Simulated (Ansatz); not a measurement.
**C₃H₁₀ClHfNOS: ionisation energy by level of theory**

One table from this session's results is given with a row withheld; the runs are named, their logs left out.

Method: unrestricted cation, the program's frozen cores in correlated methods; program: Ansatz 0.2.0, Gaussian basis.

The runs, in order: UKS PBE-D4/def2-TZVPP; UKS r2SCAN-D4/def2-TZVPP; UKS PBE0-D4/def2-TZVPP; UKS B3LYP-D4/def2-TZVPP; UKS wB97X-V/def2-TZVPP; UKS wB97M-V/def2-TZVPP; UKS B2PLYP/def2-TZVPP; UHF-MP2/def2-TZVPP; UHF-MP2/def2-QZVPP; then −ε(HOMO) from the neutral's earlier runs with LDA (SPW92), PBE-D4, revPBE-D4, BLYP-D4, r2SCAN-D4, B97M-V, PBE0-D4, B3LYP-D4, r2SCANh-D4, r2SCAN0-D4, HSE06-D4, BHLYP-D4, CAM-B3LYP-D4, LC-ωPBE, ωB97X-V, ωB97M-V.

2 further runs of the same task are left out: 2 that didn't finish.

### The relaxed structure

The geometry comes from an earlier relaxation with PBE0-D4 in a triple-zeta def2 set; it is a stationary point, not always the lowest conformer. Hf takes the def2 core potential; no spin-orbit term is included.

18 atoms, charge 0, spin multiplicity 1.

Atoms are counted from 1 here; the program's logs count them from 0.

Bond lengths: C1–O2 1.392 Å, C1–H9 1.094 Å, C1–H10 1.094 Å, C1–H11 1.094 Å, O2–Hf3 1.897 Å, Hf3–S4 2.463 Å, Hf3–Cl5 2.379 Å, Hf3–N6 2.001 Å, S4–H12 1.347 Å, N6–C7 1.448 Å, N6–C8 1.440 Å, C7–H13 1.098 Å, C7–H14 1.098 Å, C7–H15 1.098 Å, C8–H16 1.098 Å, C8–H17 1.099 Å, C8–H18 1.091 Å. Angles: O2–C1–H9 110.2°, O2–C1–H10 110.3°, O2–C1–H11 110.6°, H9–C1–H10 108.7°, H9–C1–H11 108.5°, H10–C1–H11 108.5°, C1–O2–Hf3 171.7°, O2–Hf3–S4 111.6°, O2–Hf3–Cl5 112.3°, O2–Hf3–N6 107.3°, S4–Hf3–Cl5 111.4°, S4–Hf3–N6 102.7°, Cl5–Hf3–N6 111.1°, Hf3–S4–H12 93.4°, Hf3–N6–C7 114.8°, Hf3–N6–C8 131.8°, C7–N6–C8 113.3°, N6–C7–H13 111.4° and more.

The first run:

in.yaml

```yaml
crystal:
  periodic: [false, false, false]
  atoms:
    - {symbol: C, position_ang: [-2.051981, 2.307122, 0.965249]}
    - {symbol: O, position_ang: [-1.145227, 1.543115, 0.236363]}
    - {symbol: Hf, position_ang: [-0.084516, 0.530789, -0.966647]}
    - {symbol: S, position_ang: [-1.474371, -0.816913, -2.489243]}
    - {symbol: Cl, position_ang: [1.456268, 1.886323, -2.170125]}
    - {symbol: N, position_ang: [0.866799, -0.862980, 0.108534]}
    - {symbol: C, position_ang: [1.853373, -1.629066, -0.624768]}
    - {symbol: C, position_ang: [0.772049, -1.235612, 1.496766]}
    - {symbol: H, position_ang: [-1.520192, 3.033378, 1.587071]}
    - {symbol: H, position_ang: [-2.654071, 1.664232, 1.614420]}
    - {symbol: H, position_ang: [-2.724773, 2.849819, 0.294556]}
    - {symbol: H, position_ang: [-1.902877, 0.258313, -3.178619]}
    - {symbol: H, position_ang: [1.615130, -2.700429, -0.615997]}
    - {symbol: H, position_ang: [2.860119, -1.494864, -0.208064]}
    - {symbol: H, position_ang: [1.894317, -1.317384, -1.676436]}
    - {symbol: H, position_ang: [0.486023, -2.290319, 1.606422]}
    - {symbol: H, position_ang: [1.731377, -1.098147, 2.014199]}
    - {symbol: H, position_ang: [0.022551, -0.627375, 2.006320]}
basis:
  gaussian: {orbitals: def2-TZVPP}
total_charge: 1
magnetization: {spin_polarized: true, initial_magnetization: 1}
hamiltonian: {xc: pbe, dispersion: d4}
```

Among the steps run: Cation, UKS PBE-D4/def2-TZVPP; Cation, UKS r2SCAN-D4/def2-TZVPP; Cation, UKS PBE0-D4/def2-TZVPP; Cation, UKS B3LYP-D4/def2-TZVPP; Cation, UKS wB97X-V/def2-TZVPP; Cation, UKS wB97M-V/def2-TZVPP; Cation, UKS B2PLYP (frozen core)/def2-TZVPP; Cation, UHF-MP2/def2-TZVPP; Cation, UHF-MP2/def2-QZVPP.

One table of the session follows, with a row left open; its other results are not shown here.

It belongs to the step «Ionisation energies side by side». For comparison, −ε(HOMO) of the neutral from earlier runs:

| functional | −ε(HOMO) (eV) |
| --- | --- |
| LDA (SPW92) | 5.79 |
| PBE-D4 | 5.66 |
| revPBE-D4 | 5.60 |
| BLYP-D4 | 5.53 |
| r2SCAN-D4 | 5.88 |
| B97M-V | 5.98 |
| PBE0-D4 | 6.90 |
| B3LYP-D4 | 6.69 |
| r2SCANh-D4 | 6.35 |
| r2SCAN0-D4 | ? |
| HSE06-D4 | 6.50 |
| BHLYP-D4 | 8.06 |
| CAM-B3LYP-D4 | 8.23 |
| LC-ωPBE | 9.56 |
| ωB97X-V | 9.24 |
| ωB97M-V | 9.15 |

Q: Estimate the row for r2SCAN0-D4 from the others.

Worked estimate for «−ε(HOMO) (eV)». Against the share of exact exchange, r2SCAN-D4 (0, 5.88), r2SCANh-D4 (0.1, 6.35) give a slope of 4.70 per unit share; at 0.25 the line stands at 7.05.

**Answer.** −ε(HOMO) (eV): 7.06. In «−ε(HOMO) (eV)» the line misses by -0.01.

To keep in mind: The cation may have settled in a state other than its lowest; no search over hole states beyond the program's own was made.
